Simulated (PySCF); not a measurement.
**Changing the system itself: Be2**

How does Be2 answer to another spin, charge, distance or environment?

Method: method and basis as typed in the scripts; program: PySCF 2.14.0.

1 further run of the same task is left out (it didn't finish).

## Step 1: The system as given

Be2: 2 atoms, charge 0, spin multiplicity 1.

Bond lengths: Be1–Be2 1.920 Å.

## Step 2: The base run

input.py reads:

```python
from pyscf import gto, dft

mol = gto.M(
    atom='Be 0 0 0; Be 0 0 1.92',
    basis='pcseg-1',
    charge=0,
    spin=0,
    verbose=3,
)
mf = dft.RKS(mol, xc='b3lyp5')
mf.kernel()
mf.stability(internal=True, external=True)
mf.dip_moment()
print('orbital energies (hartree):', mf.mo_energy[..., max(0, mol.nelec[1]-3):mol.nelec[0]+3].round(4))
```

Launch:

```
$ OMP_NUM_THREADS=1 python input.py
```

The log of this run is left out.

Base result: E(SCF) = -29.287681 Eh, μ = 0.00 D, internal stable; real -> complex stable; RHF/RKS -> UHF/UKS unstable.

The bond length is a typed value, not an optimised one.

## Step 3: Bond 2.88 Å

Run 1 changes bond length: 1.92 Å → 2.88 Å.

input.py reads:

```python
from pyscf import gto, dft

mol = gto.M(
    atom='Be 0 0 0; Be 0 0 2.88',
    basis='pcseg-1',
    charge=0,
    spin=0,
    verbose=3,
)
mf = dft.RKS(mol, xc='b3lyp5')
mf.kernel()
mf.stability(internal=True, external=True)
mf.dip_moment()
print('orbital energies (hartree):', mf.mo_energy[..., max(0, mol.nelec[1]-3):mol.nelec[0]+3].round(4))
```

Launch:

```
$ OMP_NUM_THREADS=1 python input.py
```

## Step 4: Quintet (UKS)

Run 2 changes spin (2S): 0 → 4; SCF type: RKS → UKS.

input.py reads:

```python
from pyscf import gto, dft

mol = gto.M(
    atom='Be 0 0 0; Be 0 0 1.92',
    basis='pcseg-1',
    charge=0,
    spin=4,
    verbose=3,
)
mf = dft.UKS(mol, xc='b3lyp5')
mf.kernel()
mf.stability(internal=True, external=True)
mf.dip_moment()
print('orbital energies (hartree):', [e[max(0, n-3):n+3].round(4) for e, n in zip(mf.mo_energy, mol.nelec)])
```

## Step 5: Bond 10 Å

Run 3 changes bond length: 1.92 Å → 10 Å.

input.py, as its differences from that of step 2:

```diff
@@ -3,3 +3,3 @@
 mol = gto.M(
-    atom='Be 0 0 0; Be 0 0 1.92',
+    atom='Be 0 0 0; Be 0 0 10',
     basis='pcseg-1',
```

## Step 6: Charge +2 (UKS)

Run 4 changes charge: 0 → 2; SCF type: RKS → UKS.

input.py reads:

```python
from pyscf import gto, dft

mol = gto.M(
    atom='Be 0 0 0; Be 0 0 1.92',
    basis='pcseg-1',
    charge=2,
    spin=0,
    verbose=3,
)
mf = dft.UKS(mol, xc='b3lyp5')
mf.kernel()
mf.stability(internal=True, external=True)
mf.dip_moment()
print('orbital energies (hartree):', [e[max(0, n-3):n+3].round(4) for e, n in zip(mf.mo_energy, mol.nelec)])
```

## Step 7: Bond 0.5 Å

Run 5 changes bond length: 1.92 Å → 0.5 Å.

input.py, as its differences from that of step 2:

```diff
@@ -3,3 +3,3 @@
 mol = gto.M(
-    atom='Be 0 0 0; Be 0 0 1.92',
+    atom='Be 0 0 0; Be 0 0 0.5',
     basis='pcseg-1',
```

Before running it: what results should come out? Wanted: for each run, E(SCF); from base; gap, α spin; after the SCF.

The runs gave:

```tsv
run	E(SCF) (hartree)	from base (eV)	gap, α spin (eV)	after the SCF
base	-29.287681	0	1.92	unstable: RHF/RKS -> UHF/UKS
bond 2.88 Å	-29.308429	-0.5646	3.31	stable
quintet (UKS)	-29.157795	+3.5344	1.67	unstable: UHF/UKS -> GHF/GKS
bond 10 Å (poor choice)	-29.305581	-0.4871	5.03	stable
charge +2 (UKS)	-28.538852	+20.3767	6.43	stable
bond 0.5 Å (poor choice)	-26.508228	+75.6328	1.43	unstable: internal, real -> complex, RHF/RKS -> UHF/UKS
```

**Reading.** The largest comparable shift of the SCF energy, +75.633 eV, comes with the run “bond 0.5 Å”. The quintet solution found lies 3.53 eV above the base singlet at this geometry and level. With bond 10 Å the frontier gap moves by over 1.5 eV, which can mean another electronic state rather than the bond length alone. Rows marked «poor choice» come from settings spoiled on purpose.
